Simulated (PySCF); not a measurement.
# C2H6BCl3Se: the cost of one run

Computed with PySCF 2.14.0 and routines of our own; the level stands in each step. Atoms count from 0.

## (1) The starting structure

13 atoms, charge 0, multiplicity 1; geometry from: GFN2-xTB.

## (2) Relaxing the molecule at PBE0-D3(BJ)/def2-SVP

The job: settings as JSON, then the geometry in Å.

```
{"job": {"xc": "PBE0", "basis": "def2-SVP", "d3": "d3bj", "grid": 1, "maxiter": 30, "shake": 0.01, "kind": "geom"}, "charge": 0, "multiplicity": 1}
C     -0.609030     1.619450     0.006850
Se     0.158500     0.193490    -1.031820
C     -1.167910    -1.184100    -0.632370
B      1.839480    -0.440880     0.497300
Cl     2.385240    -1.980910    -0.220590
Cl     2.921980     0.951140     0.436080
Cl     0.893800    -0.613270     2.022370
H     -1.594810     1.883150    -0.410150
H     -0.700960     1.336830     1.062060
H      0.026100     2.503370    -0.078850
H     -2.125200    -0.882990    -1.006450
H     -1.177030    -1.314910     0.462640
H     -0.844330    -2.087250    -1.117390
```

Launch:

```bash
> OMP_NUM_THREADS=1 python heavy_run.py task.json out
```

One launch serves the whole session: the jobs run in the order shown.

Q: Estimate the wall time and peak memory of this first job on 1 thread of Arm Neoverse V2, shared host.

About 2.4 min, with a peak of 0.71 GiB.
